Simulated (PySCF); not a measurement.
**NEVPT2(10,10)/6-31G(d) (spherical functions) run of B3H5O2 (SMILES BOBOB)**

What is the vertical ionisation energy of B3H5O2 at NEVPT2(10,10)/6-31G* (spherical functions)? 

The results are computed with PySCF 2.14.0.

1 further run of the same task is left out (set aside as unsound or not needed).

## Step 1: The molecule

The species is B3H5O2 (10 atoms), meant as a singlet with charge 0. As SMILES, `BOBOB`. The coordinates come from a GFN2-xTB relaxation. This is one conformer, not always the lowest.

Bond lengths: B1–O2 1.300 Å, O2–B3 1.324 Å, B3–O4 1.323 Å, O4–B5 1.300 Å, B1–H6 1.182 Å, B1–H7 1.182 Å, B3–H8 1.183 Å, B5–H9 1.182 Å, B5–H10 1.182 Å. Some angles: B1–O2–B3 176.2°, O2–B3–O4 120.8°, B3–O4–B5 177.6°, O2–B1–H6 119.8°, O2–B1–H7 119.6°, O2–B3–H8 119.6°, O4–B3–H8 119.6°, O4–B5–H9 119.7°, O4–B5–H10 119.7°, H6–B1–H7 120.7°.

## Step 2: A single-point energy at NEVPT2(10,10)/6-31G(d) (spherical functions)

Input file start.xyz:

```xyz
10

B     -1.885180    -0.094500     1.287300
O     -0.902370    -0.537020     0.560800
B      0.146820    -0.920680    -0.149210
O      0.974750    -0.029360    -0.670390
B      1.756370     0.885380    -1.161620
H     -1.733100     0.058690     2.449420
H     -2.929150     0.130770     0.781440
H      0.343770    -2.073630    -0.324280
H      2.686820     1.257600    -0.535130
H      1.541280     1.322750    -2.238340
```

Input file job.py:

```python
import numpy
from pyscf import gto, scf, mp, mcscf, mrpt

mol = gto.M(
    atom='start.xyz',
    max_memory=1860,
    basis='6-31g*',
    verbose=3,
)

mf = mol.RHF()
mf.conv_tol = 1e-10
mf.kernel()
if not mf.converged:
    mf = mf.newton().run(mf.mo_coeff, mf.mo_occ)

pt = mp.MP2(scf.addons.convert_to_uhf(mf)).run()
noons, natorbs = mcscf.addons.make_natural_orbitals(pt)
print('natural occupations', numpy.round(noons[:40], 4))
cas = mcscf.CASSCF(mf, 10, 10)
cas.fix_spin_(ss=0.0)
cas.natorb = True
cas.kernel(natorbs)
e_pt2 = mrpt.NEVPT(cas).kernel()
energy = cas.e_tot + e_pt2
print(f'total energy: {energy:.8f} hartree')
```

On the command line:

```sh
$ OMP_NUM_THREADS=1 python job.py
```

What it wrote:

```text
converged SCF energy = -226.843788571742
E(UMP2) = -227.416256603135  E_corr = -0.572468031392864
E(SCS-UMP2) = -227.406452734413  E_corr = -0.562664162670859
natural occupations [1.9999 1.9999 1.9998 1.9998 1.9997 1.988  1.9867 1.9821 1.9807 1.9806
 1.9803 1.9793 1.9691 1.9664 1.966  1.9625 1.9609 1.9596 0.0325 0.0269
 0.0262 0.0208 0.0186 0.0184 0.0165 0.0158 0.0121 0.0116 0.0098 0.0098
 0.0088 0.0075 0.0074 0.007  0.0066 0.0064 0.0057 0.005  0.005  0.0048]
CASSCF energy = -226.972468797716
CASCI E = -226.972468797716  E(CI) = -25.6790026962361  S^2 = 0.0000000
Sr    (-1)',   E = -0.00916857126316
Si    (+1)',   E = -0.00174089986625
Sijrs (0)  ,   E = -0.15930964170793
Sijr  (+1) ,   E = -0.01078036715396
Srsi  (-1) ,   E = -0.07473957324576
Srs   (-2) ,   E = -0.06935112159236
Sij   (+2) ,   E = -0.00161071287098
Sir   (0)' ,   E = -0.08850100191109
Nevpt2 Energy = -0.415201889611485
total energy: -227.38767069 hartree
```

Wall time 2.6 min (1 thread of Intel Xeon at 2.50GHz (Skylake/Cascade Lake), shared host); peak memory 0.26 GiB.

## Step 3: The doublet cation at the same level

Input file input.xyz:

```xyz
10
B3H5O2
B     -1.885180    -0.094500     1.287300
O     -0.902370    -0.537020     0.560800
B      0.146820    -0.920680    -0.149210
O      0.974750    -0.029360    -0.670390
B      1.756370     0.885380    -1.161620
H     -1.733100     0.058690     2.449420
H     -2.929150     0.130770     0.781440
H      0.343770    -2.073630    -0.324280
H      2.686820     1.257600    -0.535130
H      1.541280     1.322750    -2.238340
```

Input file run.py:

```python
import numpy
from pyscf import gto, scf, mp, mcscf, mrpt

molecule = gto.Mole()
molecule.atom = 'input.xyz'
molecule.verbose = 4
molecule.spin = 1
molecule.max_memory = 1860
molecule.basis = '6-31g*'
molecule.charge = 1
molecule.build()

mf = molecule.ROHF()
mf.conv_tol = 1e-10
mf.kernel()
if not mf.converged:
    mf = mf.newton().run(mf.mo_coeff, mf.mo_occ)

pt = mp.MP2(scf.addons.convert_to_uhf(mf)).run()
noons, natorbs = mcscf.addons.make_natural_orbitals(pt)
print('natural occupations', numpy.round(noons[:40], 4))
cas = mcscf.CASSCF(mf, 10, 9)
cas.fix_spin_(ss=0.75)
cas.natorb = True
cas.kernel(natorbs)
e_pt2 = mrpt.NEVPT(cas).kernel()
energy = cas.e_tot + e_pt2
print('E = %.10f Eh' % energy)
```

On the command line:

```sh
$ OMP_NUM_THREADS=1 python run.py
```

What it wrote:

```text
PySCF version 2.14.0

[... 76 lines left out ...]
converged SCF energy = -226.433551891935
[... 34 lines left out ...]
sorting_mo_energy = False
[... 62 lines left out ...]
1-step CASSCF converged in  24 macro (457 JK  91 micro) steps
[... 3 lines left out ...]
Natural orbital (expansion on meta-Lowdin AOs) in CAS space
[... 31 lines left out ...]
CASSCF energy = -226.545685475010
[... 7 lines left out ...]
Natural orbital (expansion on meta-Lowdin AOs) in CAS space
[... 39 lines left out ...]
Nevpt2 Energy = -0.461853762078560
E = -227.0075392371 Eh
```

Wall time 2.8 min (1 thread of Intel Xeon at 2.50GHz (Skylake/Cascade Lake), shared host); peak memory 0.26 GiB.

## Step 4: Results

Level: NEVPT2(10,10)/6-31G* (spherical functions).

| quantity | value |
| --- | --- |
| singlet B3H5O2: total energy | -227.38767 Eh |
| singlet B3H5O2: dipole moment (Hartree–Fock density) | 0.21 D |
| singlet B3H5O2: HOMO energy (Hartree–Fock orbitals) | -11.69 eV |
| singlet B3H5O2: LUMO energy (Hartree–Fock orbitals) | 3.63 eV |
| singlet B3H5O2: HOMO–LUMO gap (Hartree–Fock orbitals) | 15.32 eV |
| doublet cation: total energy | -227.00754 Eh |
| vertical ionisation energy (to the doublet cation) | 10.344 eV |

**Reading.** Removing an electron at fixed nuclei costs 10.34 eV (239 kcal/mol). Mulliken charges (doublet cation) of the mean-field density run from -0.27 on O2 to +0.54 on B3.
